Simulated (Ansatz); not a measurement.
**C₅H₁₂CdO: a ladder of functionals and wavefunction methods**

One table from this session's results is given with a row withheld; the runs are named, their logs left out.

The runs use Ansatz 0.2.0, Gaussian basis; functionals in def2-TZVPP, the program's frozen cores in correlated methods.

Levels to be run: LDA (SPW92), PBE-D4, revPBE-D4, BLYP-D4, r2SCAN-D4, B97M-V, PBE0-D4, B3LYP-D4, r2SCANh-D4, r2SCAN0-D4, HSE06-D4, BHLYP-D4, CAM-B3LYP-D4, LC-ωPBE, ωB97X-V, ωB97M-V, B2PLYP, PBE-QIDH; CCSD(T)/def2-SVP; CCSD(T)/def2-TZVPP; MP2/def2-QZVPP; extrapolation to the limit; RPA on PBE.

1 further run of the same task is left out (for a known fault of the program).

### Structure used throughout

All runs share one geometry, relaxed beforehand with PBE0-D4 in a triple-zeta def2 set. Cd takes the def2 core potential; no spin-orbit term is included.

SMILES `[CH3][Cd][O]C(C)(C)C`, 19 atoms, charge 0, spin multiplicity 1.

Atoms are counted from 1 here; the program's logs count them from 0.

Bond lengths: C1–Cd2 2.088 Å, C1–H8 1.090 Å, C1–H9 1.091 Å, C1–H10 1.090 Å, Cd2–O3 1.982 Å, O3–C4 1.403 Å, C4–C5 1.526 Å, C4–C6 1.527 Å, C4–C7 1.527 Å, C5–H11 1.093 Å, C5–H12 1.092 Å, C5–H13 1.092 Å, C6–H14 1.092 Å, C6–H15 1.094 Å, C6–H16 1.097 Å, C7–H17 1.092 Å, C7–H18 1.094 Å, C7–H19 1.097 Å. Angles: Cd2–C1–H8 109.8°, Cd2–C1–H9 110.0°, Cd2–C1–H10 110.0°, H8–C1–H9 108.9°, H8–C1–H10 109.0°, H9–C1–H10 109.0°, C1–Cd2–O3 175.2°, Cd2–O3–C4 123.3°, O3–C4–C5 106.6°, O3–C4–C6 110.6°, O3–C4–C7 110.6°, C5–C4–C6 109.7°, C5–C4–C7 109.7°, C6–C4–C7 109.8°, C4–C5–H11 111.6°, C4–C5–H12 109.8°, C4–C5–H13 109.8°, H11–C5–H12 108.7° and more.

The first run:

in.yaml

```yaml
crystal:
  periodic: [false, false, false]
  atoms:
    - {symbol: C, position_ang: [-2.417740, 3.168483, -0.087515]}
    - {symbol: Cd, position_ang: [-0.803349, 1.845158, -0.043952]}
    - {symbol: O, position_ang: [0.829185, 0.721951, -0.000535]}
    - {symbol: C, position_ang: [0.797944, -0.680179, 0.022553]}
    - {symbol: C, position_ang: [2.250398, -1.147651, 0.056626]}
    - {symbol: C, position_ang: [0.112705, -1.221901, -1.230035]}
    - {symbol: C, position_ang: [0.067830, -1.179939, 1.267290]}
    - {symbol: H, position_ang: [-3.311070, 2.675417, 0.297050]}
    - {symbol: H, position_ang: [-2.201358, 4.040657, 0.530291]}
    - {symbol: H, position_ang: [-2.605427, 3.495376, -1.110599]}
    - {symbol: H, position_ang: [2.322294, -2.238299, 0.076770]}
    - {symbol: H, position_ang: [2.778288, -0.777730, -0.824608]}
    - {symbol: H, position_ang: [2.746820, -0.747131, 0.942791]}
    - {symbol: H, position_ang: [0.608932, -0.834672, -2.122676]}
    - {symbol: H, position_ang: [0.129885, -2.314609, -1.268205]}
    - {symbol: H, position_ang: [-0.937543, -0.906764, -1.257352]}
    - {symbol: H, position_ang: [0.531174, -0.761599, 2.163587]}
    - {symbol: H, position_ang: [0.083974, -2.270683, 1.343278]}
    - {symbol: H, position_ang: [-0.982934, -0.865915, 1.245261]}
basis:
  gaussian: {orbitals: def2-TZVPP}
hamiltonian: {xc: lda}
output: {orbitals: {seedname: orbitals}}
```

On the command line:

```sh
$ ansatz run in.yaml --threads 2 --pin off --events-out ev --progress --plain --max-ram 32768MiB --backend cuda --devices 0, --max-vram 18GiB
```

Among the steps run: LDA; PBE-D4 (GGA); revPBE-D4 (GGA); BLYP-D4 (GGA); r2SCAN-D4 (meta-GGA); B97M-V (meta-GGA); B3LYP-D4 (hybrid); r2SCANh-D4 (hybrid); r2SCAN0-D4 (hybrid); HSE06-D4 (hybrid); BHLYP-D4 (hybrid); CAM-B3LYP-D4 (range-separated); LC-ωPBE (range-separated); ωB97X-V (range-separated); ωB97M-V (range-separated); B2PLYP (double hybrid); PBE-QIDH (double hybrid).

One of the session's tables, all rows but one given; the rest of the session is left out.

It belongs to the step «Frontier levels by functional». 

```
  functional  HOMO (eV)  gap (eV)
 LDA (SPW92)      -5.58      4.16
      PBE-D4      -5.36      4.18
   revPBE-D4      -5.27      4.20
     BLYP-D4      -5.27      4.12
   r2SCAN-D4      -5.62      4.73
      B97M-V      -5.77      4.58
     PBE0-D4      -6.81      6.43
    B3LYP-D4      -6.59      5.91
  r2SCANh-D4      -6.17      5.57
  r2SCAN0-D4      -7.01      6.81
    HSE06-D4      -6.41      5.66
    BHLYP-D4      -8.24      8.53
CAM-B3LYP-D4          ?         ?
     LC-ωPBE      -9.56     11.23
     ωB97X-V      -9.26     10.70
     ωB97M-V      -9.22     10.34
```

Q: Estimate the row for CAM-B3LYP-D4 from the others.

**Answer.** HOMO (eV): -8.26; gap (eV): 8.71. In the column «HOMO (eV)» it lies between ωB97M-V (-9.22) and BHLYP-D4 (-8.24).
